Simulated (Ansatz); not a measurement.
# CH₄BLiO: functionals against CCSD(T) at one geometry

How do the functionals fare away from a minimum? The structure is a structure displaced at random from a GFN2-xTB minimum.

Method: single points in def2-TZVPP; program: Ansatz 0.2.0, Gaussian basis.

Cores are frozen in the correlated methods. The outer core shell of Li, Na, Mg and K is correlated.

### Step 1. The starting structure

SMILES `[Li][O]CB`, 8 atoms, charge 0, spin multiplicity 1.

Atoms are counted from 1 here; the program's logs count them from 0.

Bond lengths: Li1–O2 1.558 Å, O2–C3 1.370 Å, C3–B4 1.574 Å, C3–H5 1.057 Å, C3–H6 1.181 Å, B4–H7 1.180 Å, B4–H8 1.202 Å. Angles: Li1–O2–C3 168.0°, O2–C3–B4 120.0°, O2–C3–H5 111.7°, O2–C3–H6 110.7°, B4–C3–H5 107.4°, B4–C3–H6 105.7°, H5–C3–H6 99.3°, C3–B4–H7 117.6°, C3–B4–H8 121.1°, H7–B4–H8 121.3°.

Coordinates:

```xyz
8

Li   -2.77970   -0.53470    0.25560
O    -1.37830    0.14590    0.27160
C    -0.06180    0.50520    0.15080
B     1.00190   -0.55100   -0.32940
H     0.05390    1.36660   -0.44990
H     0.34980    0.92980    1.17280
H     2.13170   -0.21200   -0.36370
H     0.67980   -1.67770   -0.59750
```

### Step 2. CCSD(T)/def2-TZVPP

run/in.yaml reads:

```yaml
crystal:
  periodic: [false, false, false]
  atoms:
    - {symbol: Li, position_ang: [-2.779700, -0.534700, 0.255600]}
    - {symbol: O, position_ang: [-1.378300, 0.145900, 0.271600]}
    - {symbol: C, position_ang: [-0.061800, 0.505200, 0.150800]}
    - {symbol: B, position_ang: [1.001900, -0.551000, -0.329400]}
    - {symbol: H, position_ang: [0.053900, 1.366600, -0.449900]}
    - {symbol: H, position_ang: [0.349800, 0.929800, 1.172800]}
    - {symbol: H, position_ang: [2.131700, -0.212000, -0.363700]}
    - {symbol: H, position_ang: [0.679800, -1.677700, -0.597500]}
basis:
  gaussian: {orbitals: def2-TZVPP}
correlation: {method: ccsd_t}
output: {forces: true}
```

The command line of these runs was not kept.

### Step 3. PBE0-D4/def2-TZVPP

Changes to run/in.yaml since step 2:

```diff
@@ -13,3 +13,3 @@
   gaussian: {orbitals: def2-TZVPP}
-correlation: {method: ccsd_t}
-output: {forces: true}
+hamiltonian: {xc: pbe0, dispersion: d4}
+output: {forces: true, orbitals: {seedname: orbitals}}
```

### Step 4. wB97M-V/def2-TZVPP

Changes to run/in.yaml since step 3:

```diff
@@ -13,3 +13,3 @@
   gaussian: {orbitals: def2-TZVPP}
-hamiltonian: {xc: pbe0, dispersion: d4}
-output: {forces: true, orbitals: {seedname: orbitals}}
+hamiltonian: {xc: {name: wB97M-V}}
+output: {forces: true}
```

### Step 5. r2SCAN-D4/def2-TZVPP

Changes to run/in.yaml since step 4:

```diff
@@ -13,3 +13,3 @@
   gaussian: {orbitals: def2-TZVPP}
-hamiltonian: {xc: {name: wB97M-V}}
+hamiltonian: {xc: r2scan, dispersion: d4}
 output: {forces: true}
```

### Step 6. PBE-D4/def2-TZVPP

Changes to run/in.yaml since step 5:

```diff
@@ -13,3 +13,3 @@
   gaussian: {orbitals: def2-TZVPP}
-hamiltonian: {xc: r2scan, dispersion: d4}
+hamiltonian: {xc: pbe, dispersion: d4}
 output: {forces: true}
```

### Step 7. revPBE-D4/def2-TZVPP

Changes to run/in.yaml since step 6:

```diff
@@ -13,3 +13,3 @@
   gaussian: {orbitals: def2-TZVPP}
-hamiltonian: {xc: pbe, dispersion: d4}
+hamiltonian: {xc: {name: revPBE}, dispersion: d4}
 output: {forces: true}
```

### Step 8. SPW92/def2-TZVPP

Changes to run/in.yaml since step 7:

```diff
@@ -13,3 +13,3 @@
   gaussian: {orbitals: def2-TZVPP}
-hamiltonian: {xc: {name: revPBE}, dispersion: d4}
+hamiltonian: {xc: lda}
 output: {forces: true}
```

(Steps that only read results are left out.)

What does the calculation give? Wanted: energy less free atoms, CCSD(T)/def2-TZVPP; RMS force component; RMS force error; HOMO and LUMO, PBE0-D4; T1 diagnostic.

**Answer**, as computed:

```
                                  quantity                                                                                           value
energy less free atoms, CCSD(T)/def2-TZVPP                                                                                      -27.729 eV
                       RMS force component                                                            0.731 to 0.861 eV/Å over the methods
                           RMS force error  PBE0-D4 0.164, wB97M-V 0.076, r2SCAN-D4 0.147, PBE-D4 0.202, revPBE-D4 0.182, SPW92 0.384 eV/Å
                    HOMO and LUMO, PBE0-D4                                                                              -5.56 and -0.97 eV
                             T1 diagnostic                                                                                           0.014
```

**Reading.** Against CCSD(T) the functionals' energies less atoms differ by -5.003 to -0.661 eV, PBE-D4 by -1.419 eV. CCSD(T) in triple zeta still lacks some correlation energy of the bonds, so part of these gaps is its own basis error and they don't rank the functionals. The forces of wB97M-V come nearest to CCSD(T), those of SPW92 are farthest. Frozen-core CCSD(T) forces in triple zeta carry basis errors of their own, and this is one geometry, so small gaps rank nothing.
